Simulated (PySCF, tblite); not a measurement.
# C5H9Cl2 radical: geometry, infrared bands and EPR parameters

Aim: predict the infrared bands and EPR parameters of C5H9Cl2 radical (`[CH2][C@H](C)CC(Cl)Cl`).

Programs: tblite 0.8.0 and PySCF 2.14.0, with density-fitted response routines of our own. Each step states its level of theory. These are calculated values for one molecule in the gas phase, unless marked as measured. Atoms count from 0, in the outputs and in this text.

## Step 1: The starting structure

16 atoms, charge 0, multiplicity 2; geometry from: force field or distance geometry start.

Bonds of the start (Å): C0–C1 1.50, C1–C2 1.53, C1–C3 1.50, C3–C4 1.49, C4–Cl5 1.78, C4–Cl6 1.77, C0–H7 1.11, C0–H8 1.11, C1–H9 1.09, C2–H10 1.12, C2–H11 1.12, C2–H12 1.11, C3–H13 1.12, C3–H14 1.12, C4–H15 1.13.

## Step 2: Relaxing the molecule with GFN2-xTB

The job: settings as JSON, then the geometry in Å.

```
{"job": {"kind": "relax", "xc": "GFN2-xTB", "basis": "xTB"}, "charge": 0, "multiplicity": 2}
C     -0.586900     1.527500     0.489900
C     -0.459100     0.305900    -0.371900
C     -1.743500    -0.503200    -0.202100
C      0.647400    -0.622300     0.029500
C      2.019100    -0.052100     0.024900
Cl     3.120500    -1.358500     0.527600
Cl     2.576200     0.515600    -1.561000
H     -1.540500     2.051400     0.248200
H     -0.644500     1.244100     1.558800
H     -0.418500     0.622900    -1.415200
H     -2.110500    -0.812500    -1.210500
H     -2.546000     0.131900     0.253300
H     -1.516000    -1.357200     0.474400
H      0.635200    -1.471900    -0.700400
H      0.426600    -0.990800     1.064900
H      2.132900     0.778000     0.778300
```

The run is started by

```bash
$ OMP_NUM_THREADS=1 python probes_run.py task.json out
```

The driver reads the jobs from task.json and runs them one after another.

The program printed:

```text
step      E/eV     max force
  0    -660.93807    2.272
  1    -661.13449    1.288
  2    -661.22874    0.729
  3    -661.28850    0.633
  4    -661.33981    0.582
  5    -661.36235    0.415
  6    -661.38750    0.419
  7    -661.41121    0.419
  8    -661.43174    0.385
  9    -661.44874    0.295
 10    -661.46278    0.281
 11    -661.47412    0.237
 12    -661.48439    0.293
 13    -661.49566    0.320
 14    -661.50920    0.327
 15    -661.52200    0.293
 16    -661.53068    0.209
 17    -661.53614    0.175
 18    -661.54080    0.199
 19    -661.54615    0.226
 20    -661.55156    0.232
 21    -661.55622    0.191
 22    -661.56022    0.173
 23    -661.56403    0.144
 24    -661.56780    0.189
 25    -661.57145    0.164
 26    -661.57491    0.140
 27    -661.57769    0.129
 28    -661.57992    0.124
 29    -661.58221    0.127
 30    -661.58439    0.134
 31    -661.58654    0.137
 32    -661.58891    0.138
 33    -661.59229    0.217
 34    -661.59722    0.253
 35    -661.60301    0.199
 36    -661.60809    0.148
 37    -661.61192    0.139
 38    -661.61546    0.160
 39    -661.61852    0.205
 40    -661.62363    0.190
 41    -661.62720    0.128
 42    -661.63023    0.107
 43    -661.63130    0.105
 44    -661.63444    0.092
 45    -661.63568    0.079
 46    -661.63670    0.078
 47    -661.63757    0.073
 48    -661.63883    0.088
 49    -661.64008    0.073
 50    -661.64110    0.086
 51    -661.64200    0.078
 52    -661.64273    0.056
 53    -661.64330    0.061
 54    -661.64382    0.062
 55    -661.64437    0.060
 56    -661.64483    0.057
 57    -661.64510    0.036
 58    -661.64524    0.031
 59    -661.64533    0.029
 60    -661.64544    0.025
 61    -661.64554    0.025
 62    -661.64561    0.025
 63    -661.64567    0.026
 64    -661.64575    0.026
 65    -661.64582    0.023
 66    -661.64590    0.018
 67    -661.64595    0.018
 68    -661.64599    0.017
 69    -661.64601    0.012
 70    -661.64603    0.009
```

Run time: 0.46 s. Hardware: 1 thread of Arm Neoverse V2, shared host; peak memory 0.18 GiB.

The steps of the relaxation: (not every step is listed)

```
step  energy from step 0 (eV)  largest force (eV/Å)
   0                   0.0000                2.2715
   1                  -0.1964                1.2881
   2                  -0.2907                0.7292
   3                  -0.3504                0.6331
   4                  -0.4017                0.5816
   5                  -0.4243                0.4152
   6                  -0.4494                0.4187
   7                  -0.4731                0.4192
   8                  -0.4937                0.3849
  13                  -0.5576                0.3199
  18                  -0.6027                0.1991
  23                  -0.6260                0.1436
  28                  -0.6418                0.1239
  33                  -0.6542                0.2175
  38                  -0.6774                0.1595
  43                  -0.6932                0.1053
  48                  -0.7008                0.0875
  53                  -0.7052                0.0610
  58                  -0.7072                0.0310
  63                  -0.7076                0.0262
  65                  -0.7077                0.0230
  66                  -0.7078                0.0177
  67                  -0.7079                0.0176
  68                  -0.7079                0.0168
  69                  -0.7079                0.0124
  70                  -0.7080                0.0095
```

Close pairs (by a distance rule), those that changed most:

| bond | before (Å) | after (Å) | change (Å) |
| --- | --- | --- | --- |
| C0–H7 | 1.115 | 1.072 | -0.043 |
| C1–C3 | 1.499 | 1.537 | +0.038 |
| C0–H8 | 1.107 | 1.073 | -0.034 |
| C4–H15 | 1.127 | 1.093 | -0.034 |
| C2–H11 | 1.120 | 1.086 | -0.034 |
| C3–C4 | 1.485 | 1.516 | +0.030 |
| C2–H10 | 1.117 | 1.087 | -0.030 |
| C3–H13 | 1.120 | 1.091 | -0.029 |

The final coordinates are the input of the step that follows.

## Step 3: Vibrational analysis with GFN2-xTB

The job: settings as JSON, then the geometry in Å.

```
{"job": {"kind": "ir", "xc": "GFN2-xTB", "basis": "xTB"}, "charge": 0, "multiplicity": 2}
C     -0.603979     1.335502     0.744095
C     -0.529108     0.263799    -0.266266
C     -1.851964    -0.534169    -0.311988
C      0.627275    -0.703610     0.030075
C      1.965674     0.004973    -0.039142
Cl     3.266963    -1.040084     0.580943
Cl     2.352501     0.470584    -1.712081
H     -1.049758     2.279575     0.502014
H     -0.380974     1.126892     1.772900
H     -0.382191     0.705228    -1.258095
H     -1.807277    -1.289611    -1.092434
H     -2.682642     0.134886    -0.518516
H     -2.027951    -1.022403     0.643178
H      0.617582    -1.532757    -0.678786
H      0.508855    -1.110940     1.036312
H      1.969395     0.921081     0.556382
```

The program printed:

```text
mode    cm-1     km/mol
  1      51.4      0.63
  2      79.8      0.88
  3     124.9      0.34
  4     143.3      0.72
  5     214.3      1.46
  6     223.4      1.42
  7     290.1      2.11
  8     307.0      1.07
  9     369.9      4.24
 10     404.1      5.01
 11     457.6      9.30
 12     532.9     31.90
 13     636.7      2.82
 14     717.3      1.54
 15     884.3      2.30
 16     898.0      2.95
 17     944.2      2.61
 18     982.3      3.85
 19    1036.7      4.71
 20    1066.4      0.75
 21    1099.8      6.30
 22    1146.4      3.81
 23    1159.6     56.21
 24    1184.0      5.53
 25    1229.2      7.04
 26    1265.1      5.07
 27    1306.2      6.04
 28    1330.6      5.16
 29    1389.0      0.34
 30    1405.5      0.32
 31    1459.5      6.78
 32    1488.2      3.88
 33    1494.3      3.66
 34    2927.4     22.23
 35    2930.0      2.32
 36    2979.4     15.27
 37    2995.7     11.68
 38    3033.0     26.84
 39    3041.9     26.12
 40    3050.8     22.11
 41    3133.1     16.17
 42    3179.4     26.98
```

Wall time 0.49 s (1 thread of Arm Neoverse V2, shared host); peak memory 0.18 GiB.

Which atoms move in the most intense modes:

```csv
cm⁻¹,km/mol,atoms
533,31.9,"C0 35 %, H8 27 %, H7 19 %"
1160,56.2,"H15 56 %, H9 10 %, C1 10 %"
2927,22.2,H9 85 %
3033,26.8,H10 93 %
3042,26.1,H12 91 %
3051,22.1,H11 92 %
3133,16.2,"H8 66 %, H7 30 %"
3179,27.0,"H7 63 %, H8 27 %, C0 10 %"
```

## Step 4: g tensor and hyperfine couplings: B3LYP/pcH-1

Settings changed since step 3:

```diff
@@ -1,2 +1,2 @@
-{"job": {"kind": "ir", "xc": "GFN2-xTB", "basis": "xTB"}, "charge": 0, "multiplicity": 2}
+{"job": {"kind": "epr", "basis": "pcH-1"}, "charge": 0, "multiplicity": 2}
 C     -0.603979     1.335502     0.744095
```

Level: UKS B3LYP, pcH-1 on C Cl H, non-relativistic, mean-field spin-orbit, GIAO.

The program printed:

```text
UKS, coarse grid
  cycle   1  E = -1116.25529008  |g| = 3.64e-01
  cycle   2  E = -1116.21279222  |g| = 4.67e-01
  cycle   3  E = -1116.31263652  |g| = 7.88e-02
  cycle   4  E = -1116.31471420  |g| = 4.14e-02
  cycle   5  E = -1116.31556631  |g| = 6.69e-03
  cycle   6  E = -1116.31558840  |g| = 3.51e-03
  cycle   7  E = -1116.31559355  |g| = 7.58e-04
UKS, final grid
  cycle   1  E = -1116.31558959  |g| = 7.00e-04
  cycle   2  E = -1116.31558955  |g| = 8.22e-04
  cycle   3  E = -1116.31558985  |g| = 7.66e-05
  cycle   4  E = -1116.31558986  |g| = 6.14e-05
  cycle   5  E = -1116.31558986  |g| = 2.09e-05
E = -1116.31558986 Eh   <S^2> = 0.7535 (exact 0.7500)
g shifts (ppm)      1          2          3
  rmc          -143       -143       -143
  gc             16         28         30
  oz_so         175        346       1065
  total          48        232        953
hyperfine (MHz)  atom isotope    a_iso     a_fc   dipolar eigenvalues
    0   13C      93.45      93.55    -80.67    -80.07    160.74
    1   13C     -30.58     -30.60     -2.41      0.03      2.38
    2   13C      89.01      89.02     -6.08     -5.91     11.99
    3   13C      11.98      11.98     -2.14     -1.72      3.87
    4   13C       6.26       6.25     -1.84     -0.32      2.16
    5  35Cl       0.03       0.03     -0.68     -0.38      1.06
    6  35Cl       0.47       0.47     -0.42     -0.24      0.66
    7    1H     -62.00     -62.02    -39.04     -0.17     39.20
    8    1H     -60.65     -60.67    -39.11     -0.01     39.12
    9    1H      34.40      34.39     -5.28     -4.44      9.73
   10    1H      23.80      23.80     -3.67     -1.73      5.41
   11    1H      -2.28      -2.28     -5.92     -2.32      8.24
   12    1H      -4.05      -4.05     -5.57     -2.29      7.87
   13    1H      -0.82      -0.82     -2.23     -1.38      3.61
   14    1H      -1.58      -1.58     -3.09     -2.81      5.90
   15    1H      -0.52      -0.51     -6.53     -3.63     10.16
```

Run time: 1.8 min. Hardware: 1 thread of Arm Neoverse V2, shared host; peak memory 0.97 GiB.

Principal g values 2.00237, 2.00255, 2.00327; g(iso) = 2.00273, against 2.00232 for a free electron.

Hyperfine couplings; where a row names several nuclei, a(iso) is their mean (it holds for fast rotation or exchange) and the dipolar term the largest among them:

```
       nuclei  isotope  a(iso) (MHz)  a(iso) (G, at g = 2.0023)  largest dipolar term (MHz)
           C0      13C          93.4                       33.3                       160.7
           C2      13C          89.0                       31.8                        12.0
       H7, H8       1H         -61.3                      -21.9                        39.2
           H9       1H          34.4                       12.3                         9.7
           C1      13C         -30.6                      -10.9                        -2.4
           C3      13C          12.0                        4.3                         3.9
           C4      13C           6.3                        2.2                         2.2
H10, H11, H12       1H           5.8                        2.1                         8.2
          H14       1H          -1.6                       -0.6                         5.9
          H13       1H          -0.8                       -0.3                         3.6
          H15       1H          -0.5                       -0.2                        10.2
          Cl6     35Cl           0.5                        0.2                         0.7
          Cl5     35Cl           0.0                        0.0                         1.1
```

Mulliken spin populations:

C0 1.07; C1 -0.08; C2 0.05; C3 0.01; C4 0.01; Cl5 0.00; Cl6 0.00; H7 -0.05; H8 -0.04; H9 0.01; H10 0.01; H11 0.00; H12 0.00; H13 0.00; H14 0.00; H15 0.01

In first order the couplings over 0.8 MHz of 1H give 96 distinct lines over 63.1 G, if the averaged nuclei exchange fast.

The fields below are evaluated on a grid from the run's orbitals.

ELF in a plane through or near 7 of the atoms.

Ten even steps from '0' (0.00) to '9' (1.00):
```
0000000000000000000000000000
0000000000000000000000000000
0000000000000000000000000000
0000000000000012441000000000
0000000000003347997200000000
0000000022004678998300000000
0000000399713762886100000000
0000000399921761562000000000
0001210389820389720255200000
0014552443453632644899710000
0025776651884874964999710000
0026887545763664733788400000
0014777410399820698621000000
0002465300499920899820000000
0000122000499910699820000000
0000000000168400278500000000
0000000000000000000000000000
0000000000000000000000000000
0000000000000000000000000000
0000000000000000000000000000
```
The map spans 11.8 Å across and 9.7 Å up, centred on the molecule. Atoms in the plane (x, y in Å): C0 (0.7, 1.5), C1 (0.5, 0.1), C2 (1.8, -0.7), C4 (-2.0, 0.1), H10 (1.8, -1.7), H13 (-0.7, -1.7), H15 (-1.9, 1.1).

log10 of the density (e/Å³) in the same plane.

Values, 10 rows by 14 columns:
```
-4.0 -4.0 -4.0 -4.0 -4.0 -4.0 -4.0 -4.0 -4.0 -4.0 -4.0 -4.0 -4.0 -4.0
-4.0 -4.0 -4.0 -4.0 -4.0 -4.0 -3.2 -2.7 -2.5 -3.0 -3.9 -4.0 -4.0 -4.0
-4.0 -4.0 -4.0 -3.6 -2.9 -2.6 -1.9 -1.1 -0.7 -1.5 -2.8 -4.0 -4.0 -4.0
-4.0 -4.0 -3.1 -2.2 -1.1 -1.0 -1.1  0.0  0.2 -1.0 -2.3 -3.5 -4.0 -4.0
-4.0 -2.5 -1.6 -1.2 -0.1  0.0 -0.9  0.1 -0.1 -1.1 -1.3 -2.2 -3.6 -4.0
-3.5 -1.9 -0.8 -0.2  0.1  0.2  0.2  0.2  0.2  0.2 -0.1 -1.5 -3.1 -4.0
-3.7 -2.1 -1.1 -0.6 -1.0 -0.7  0.2 -0.8 -0.4  0.2 -0.9 -2.1 -3.5 -4.0
-4.0 -3.2 -2.2 -1.9 -2.2 -1.6 -0.9 -1.6 -1.3 -0.9 -1.8 -3.0 -4.0 -4.0
-4.0 -4.0 -4.0 -3.8 -3.8 -3.2 -2.8 -3.1 -2.9 -2.8 -3.2 -4.0 -4.0 -4.0
-4.0 -4.0 -4.0 -4.0 -4.0 -4.0 -4.0 -4.0 -4.0 -4.0 -4.0 -4.0 -4.0 -4.0
```
The map spans 11.8 Å across and 9.7 Å up, centred on the molecule. Atoms in the plane (x, y in Å): C0 (0.7, 1.5), C1 (0.5, 0.1), C2 (1.8, -0.7), C4 (-2.0, 0.1), H10 (1.8, -1.7), H13 (-0.7, -1.7), H15 (-1.9, 1.1).

On the surface of density 0.002 e/bohr³ the electrostatic potential runs, from the 1st to the 99th percentile, from -0.72 V near Cl5 to 1.02 V near H15.

The spin density lies nearest to C0 63 %; H7, H8 about 10 % each.

## Step 5: Results

| quantity | value |
| --- | --- |
| strongest single infrared mode (GFN2-xTB) | 1160 cm⁻¹, 56 km/mol |
| zero-point energy (GFN2-xTB) | 78.0 kcal/mol |
| g(iso) (B3LYP) | 2.00273 |
| ⟨S²⟩ | 0.754 (exact 0.75) |
| largest a(iso) (averaged by class) | 13C on C0, 93.4 MHz |
| surface potential, 1st and 99th percentile | -0.72 V and 1.02 V |

In words: The optimisation took 70 steps and gained 0.708 eV; among the close pairs (by a distance rule), C0–H7 changed most, from 1.115 to 1.072 Å. No mode is imaginary among the 42: a minimum at this level. The strongest single mode, at 1160 cm⁻¹, moves mainly H15. GFN2-xTB is a fitted tight-binding method: band positions and strengths are rough. Its intensities can rank the bands wrongly. Most of the unpaired spin sits on C0 (1.07 e). The isotropic g lies 0.4 ppt above the free-electron value.
